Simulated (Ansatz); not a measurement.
# AlPt2S3: a short molecular-dynamics run

A trajectory of AlPt2S3, a randomly packed cell with 12 atoms that was not relaxed first: 40 steps of 0.5 fs at constant energy, with velocities drawn for 2000 K.

All numbers below are computed with Ansatz 0.2.0 (DFT PBE, plane waves, PAW, scalar-relativistic, no spin polarisation).

The cell holds 12 atoms (Al2Pt4S6): a = 6.674 Å, b = 6.186 Å, c = 6.204 Å, α = 96.23°, β = 91.27°, γ = 78.51°.

Structure file:

```xyz
12
Lattice="6.6582 0.4221 0.1787 0.8622 6.1032 -0.5256 -0.2969 -0.1067 6.1958" Properties=species:S:1:pos:R:3 pbc="T T T"
Pt    2.8914    2.8097    3.3986
Pt    3.3854    0.5063    1.5136
Pt    4.7002    1.4425    5.3912
S     5.7187    3.4710    1.1137
S     0.7253    0.3960    5.7928
S     4.6817    4.4982    4.7574
S     3.2113    4.0149    0.8926
S     2.7764    5.6032    3.1541
S     6.9588    5.3407    3.8369
Al    0.9111    3.0691    5.5173
Al    7.1717    5.7471    1.1817
Pt    0.1187    1.6327    3.1058
```

The structure above is the start of the run; the results belong to its end.

| quantity | value |
| --- | --- |
| length | 40 steps of 0.5 fs |
| temperature, first and last step | 2000 and 3034 K |
| temperature, second half | mean 2715 K, from 2408 to 3034 K |
| potential energy, second half | -85 meV/atom from the start |
| largest change of the total energy | 0.01 meV/atom |
| mean square displacement, second half | Al 0.071, S 0.037, Pt 0.005 Å² |

**Reading.** The temperature starts at 2000 K and averages 2715 K in the second half, where it still rises, from 2408 to 3034 K; the start was no minimum (force components up to 1.9 eV/Å), and the potential energy that it sheds (85 meV/atom) turns into motion. The total energy strays from its start by at most 0.01 meV/atom, under 0.1 % of the mean kinetic energy, which is good for a step of 0.5 fs. Over the second half Al atoms stand 0.3 Å (root mean square) from where they began, and the farthest move is 0.4 Å. Averages from a run of 20 fs with 12 atoms are rough. The k-mesh is coarse for this cell.

Which input would start the first run of this session?

The input that was used; it is not the only one that fits:

input.yaml

```yaml
crystal:
  lattice:
    - [6.658223, 0.422082, 0.178658]
    - [0.862241, 6.103226, -0.525555]
    - [-0.296858, -0.106713, 6.195816]
  atoms:
    - { symbol: Pt, position: [0.40256, 0.442561, 0.57447] }
    - { symbol: Pt, position: [0.5122, 0.051631, 0.23391] }
    - { symbol: Pt, position: [0.718422, 0.201819, 0.866535] }
    - { symbol: S, position: [0.800902, 0.516828, 0.200494] }
    - { symbol: S, position: [0.141451, 0.071485, 0.936943] }
    - { symbol: S, position: [0.647741, 0.706378, 0.809076] }
    - { symbol: S, position: [0.408646, 0.632815, 0.185965] }
    - { symbol: S, position: [0.325409, 0.905642, 0.576503] }
    - { symbol: S, position: [0.968462, 0.819636, 0.660865] }
    - { symbol: Al, position: [0.112104, 0.511388, 0.930631] }
    - { symbol: Al, position: [0.973928, 0.878448, 0.237163] }
    - { symbol: Pt, position: [0.005439, 0.27631, 0.524548] }
kpoints:
  mp_grid: { grid: [2, 3, 3] }
magnetization:
  spin_polarized: false
scf:
  occupations: { method: cold, width: 0.15 }
hamiltonian:
  pseudopotentials: { kind: paw }
  xc: pbe
basis:
  ecutwfc: 420
md:
  timestep: 0.5
  n_steps: 40
  ensemble: nve
  temperature: 2000.0
  initial_velocities: maxwell_boltzmann
  seed: 590412
```

Command:

```bash
> ansatz run input.yaml --threads 2 --pin off --max-ram 2560MiB --backend cpu --events-out ev --progress --plain --runs-dir out
```
